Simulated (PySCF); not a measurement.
# C4H9OPS: the cost of one run

Programs: PySCF 2.14.0, with routines of our own; each step states its level. All values are computed. Atoms count from 0.

## 1. The system as given

16 atoms, charge 0, multiplicity 1; geometry from: GFN2-xTB.

## 2. Magnetic properties: GIAO PBE0/pcSseg-1

The job: settings as JSON, then the geometry in Å.

```
{"job": {"kind": "mag", "xc": "PBE0", "basis": "pcSseg-1", "isotopologues": 2}, "charge": 0, "multiplicity": 1}
C      2.281808    -0.021186    -0.216292
C      1.006171    -0.747860    -0.482966
O      0.862391    -1.696299    -1.203090
P     -0.444011    -0.171682     0.571323
C     -1.861678    -1.061677    -0.168674
C     -0.721645     1.598020     0.143488
S     -0.125306    -0.512692     2.457803
H      2.263652     0.925830    -0.756796
H      2.351774     0.195279     0.849728
H      3.139534    -0.602765    -0.546428
H     -2.758684    -0.808664     0.396797
H     -1.982880    -0.796445    -1.216742
H     -1.670825    -2.131119    -0.080390
H     -0.803777     1.737484    -0.932285
H      0.100121     2.191250     0.541501
H     -1.644245     1.911469     0.631610
```

With the program's defaults for keys left out, this is: GIAO PBE0/pcSseg-1 magnetisability, rotational g tensor and spin-rotation constants, non-relativistic, gas phase.

Command:

```console
$ OMP_NUM_THREADS=1 python excited_run.py task.json out
```

The driver reads the jobs from task.json and runs them one after another.

Q: Estimate the wall time and peak memory of this first job on 1 thread of Arm Neoverse V2, shared host.

About 26 s, with a peak of 0.81 GiB.
